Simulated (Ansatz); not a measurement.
**C2H7FInN: up Jacob's ladder to CCSD(T)**

One table from this session's results is given with a row withheld; the runs are named, their logs left out.

Computed with Ansatz 0.2.0, Gaussian basis. Level: functionals in def2-TZVPP, the program's frozen cores in correlated methods.

The runs, in order: PBE-D4, r2SCAN-D4, PBE0-D4, B3LYP-D4, ωB97X-V, ωB97M-V, B2PLYP; CCSD(T)/def2-TZVPP; MP2/def2-QZVPP; extrapolation to the limit.

## The relaxed structure

All runs share one geometry, relaxed beforehand with PBE0-D4 in a triple-zeta def2 set. In takes the def2 core potential; no spin-orbit term is included.

12 atoms, charge 0, spin multiplicity 1.

Atoms are counted from 1 here; the program's logs count them from 0.

Bond lengths: C1–In2 2.142 Å, C1–H6 1.091 Å, C1–H7 1.091 Å, C1–H8 1.090 Å, In2–N3 2.018 Å, In2–C4 2.178 Å, N3–H9 1.007 Å, N3–H10 1.006 Å, C4–F5 1.394 Å, C4–H11 1.094 Å, C4–H12 1.094 Å. Angles: In2–C1–H6 110.3°, In2–C1–H7 109.9°, In2–C1–H8 110.3°, H6–C1–H7 108.1°, H6–C1–H8 109.2°, H7–C1–H8 109.0°, C1–In2–N3 116.7°, C1–In2–C4 130.3°, N3–In2–C4 113.0°, In2–N3–H9 124.0°, In2–N3–H10 125.2°, H9–N3–H10 110.8°, In2–C4–F5 111.3°, In2–C4–H11 111.0°, In2–C4–H12 110.9°, F5–C4–H11 107.9°, F5–C4–H12 107.9°, H11–C4–H12 107.7°.

The first run:

in.yaml reads:

```yaml
crystal:
  periodic: [false, false, false]
  atoms:
    - {symbol: C, position_ang: [-1.379073, 0.006074, 1.617345]}
    - {symbol: In, position_ang: [0.096099, -0.045457, 0.065100]}
    - {symbol: N, position_ang: [1.932840, -0.703823, 0.581824]}
    - {symbol: C, position_ang: [-0.048381, 0.513792, -2.035380]}
    - {symbol: F, position_ang: [-1.323911, 0.979354, -2.348879]}
    - {symbol: H, position_ang: [-1.829423, 0.997562, 1.678114]}
    - {symbol: H, position_ang: [-2.171193, -0.712788, 1.401950]}
    - {symbol: H, position_ang: [-0.926885, -0.241864, 2.577696]}
    - {symbol: H, position_ang: [2.179499, -1.016539, 1.506234]}
    - {symbol: H, position_ang: [2.713754, -0.795173, -0.046274]}
    - {symbol: H, position_ang: [0.166045, -0.341003, -2.684139]}
    - {symbol: H, position_ang: [0.667430, 1.304664, -2.279592]}
basis:
  gaussian: {orbitals: def2-TZVPP}
hamiltonian: {xc: pbe, dispersion: d4}
output: {forces: true, orbitals: {seedname: orbitals}}
```

On the command line:

```
> ansatz run in.yaml --threads 4 --pin off --events-out ev --progress --plain --max-ram 10444MiB
```

Steps of the session up to this table: PBE-D4 (GGA); r2SCAN-D4 (meta-GGA); PBE0-D4 (hybrid); B3LYP-D4 (hybrid); ωB97X-V (range-separated); ωB97M-V (range-separated); B2PLYP (double hybrid); CCSD(T) in def2-TZVPP; MP2 in def2-QZVPP.

One table of the session follows, with a row left open; its other results are not shown here.

It belongs to the step «Atomisation energies». 

```
            method  atoms, summed (eV)  atomisation energy (kJ/mol)
            PBE-D4          -11521.515                       4111.3
         r2SCAN-D4          -11528.252                       4025.2
           PBE0-D4          -11522.715                       4027.1
          B3LYP-D4          -11532.044                       4023.2
           ωB97X-V          -11526.802                       4050.1
           ωB97M-V          -11525.390                       4046.0
            B2PLYP          -11519.534                       3983.2
     HF/def2-TZVPP          -11480.707                       2823.9
    MP2/def2-TZVPP          -11499.029                       3979.7
   CCSD/def2-TZVPP                   ?                            ?
CCSD(T)/def2-TZVPP          -11501.274                       3934.5
           MP2/CBS          -11510.136                       4092.2
       CCSD(T)/CBS          -11512.380                       4047.0
```

Estimate the missing values for CCSD/def2-TZVPP.

The run gave: atoms, summed (eV): -11500.838; atomisation energy (kJ/mol): 3871.4. In the column «atoms, summed (eV)» it lies between CCSD(T)/def2-TZVPP (-11501.274) and MP2/def2-TZVPP (-11499.029).
